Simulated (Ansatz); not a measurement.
**SiGeH₃ (quartet): from Hartree-Fock to the top rungs, cc-pVDZ**

The task here is to estimate one member of a computed series from the others.

Computed with Ansatz 0.2.0, Gaussian basis. Level: cc-pVDZ, core rule «outside noble gas», up to 19 orbitals frozen.

The runs, in order: UHF; CCSD(T) on ROHF; CCSD(T) on UHF; BCCD(T) on ROHF; CISD; CCSDT(Q) on ROHF; CCSDT(Q) on UHF; CASSCF and MRCISD+Q, 11 electrons in 11 orbitals; CASSCF and NEVPT2, 11 electrons in 11 orbitals.

21 further runs of the same task are left out: 9 that didn't finish, 12 set aside as unsound or not needed.

### What is computed

The geometry is a PBE0/def2-TZVP stationary point (not a proven minimum) of the parent state, kept for this charge and spin. No spin-orbit coupling is included. The filled d shell of Ge may be among the frozen orbitals whatever the setting's name suggests; the logs give the count.

5 atoms, charge 0, spin multiplicity 4.

Atoms are counted from 1 here; the program's logs count them from 0.

Bond lengths: Si1–Ge2 2.420 Å, Ge2–H3 1.550 Å, Ge2–H4 1.543 Å, Ge2–H5 1.543 Å. Angles: Si1–Ge2–H3 102.9°, Si1–Ge2–H4 116.0°, Si1–Ge2–H5 116.0°, H3–Ge2–H4 106.8°, H3–Ge2–H5 106.8°, H4–Ge2–H5 107.6°.

The first run:

in.yaml

```yaml
crystal:
  periodic: [false, false, false]
  atoms:
    - {symbol: Si, position_ang: [0.006312, -0.000001, 1.781521]}
    - {symbol: Ge, position_ang: [0.001520, 0.000000, -0.638687]}
    - {symbol: H, position_ang: [-1.510450, -0.000015, -0.981329]}
    - {symbol: H, position_ang: [0.612502, 1.244920, -1.315333]}
    - {symbol: H, position_ang: [0.612528, -1.244907, -1.315334]}
basis:
  gaussian: {orbitals: cc-pVDZ}
magnetization: {spin_polarized: true, initial_magnetization: 3}
hamiltonian: {xc: hf}
output: {orbitals: {seedname: orbitals}}
```

Run with:

```console
ansatz run in.yaml --threads 1 --pin off --events-out ev --progress --plain --max-ram 2393MiB
```

Steps of the session up to this table: UHF; CCSD(T) on ROHF; CCSD(T) on UHF; BCCD(T) on ROHF; CISD; CCSDT(Q) on ROHF; CCSDT(Q) on UHF; CASSCF and MRCISD+Q, 11 electrons in 11 orbitals; CASSCF and NEVPT2, 11 electrons in 11 orbitals.

One of the session's tables, all rows but one given; the rest of the session is left out.

```
          method  from UCCSDT(Q) (kcal/mol)
            ROHF                          ?
             UHF                    +121.02
            RMP2                     +28.66
            UMP2                     +28.67
            CISD                     +12.75
           RCCSD                      +4.18
           UCCSD                      +4.14
        RCCSD(T)                      +0.94
        UCCSD(T)                      +0.93
         BCCD(T)                      +0.93
          RCCSDT                      +0.18
          UCCSDT                      +0.16
       RCCSDT(Q)                      +0.02
       UCCSDT(Q)                          0
  CASSCF valence                     +83.10
  NEVPT2 valence                     +23.90
  MRCISD valence                      +6.76
MRCISD+Q valence                      +0.98
```

Estimate the missing values for ROHF.

The run gave: from UCCSDT(Q) (kcal/mol): +121.83. In the column «from UCCSDT(Q) (kcal/mol)» it is the highest.

Among the levels timed on like hardware and quicker than the yardstick, those that no quicker one beats, quickest first: BCCD(T) (3.8 s, +0.93 kcal/mol); UCCSD(T) (8.5 s, +0.93 kcal/mol).

To keep in mind: Of the multireference levels listed MRCISD+Q valence comes nearest in total energy (+0.98 kcal/mol), which doesn't show that its space is the better one. Restricted and unrestricted rows rest on different reference determinants; where their highest levels disagree by more than a few hundredths of an eV, they describe different states and don't form one ladder.
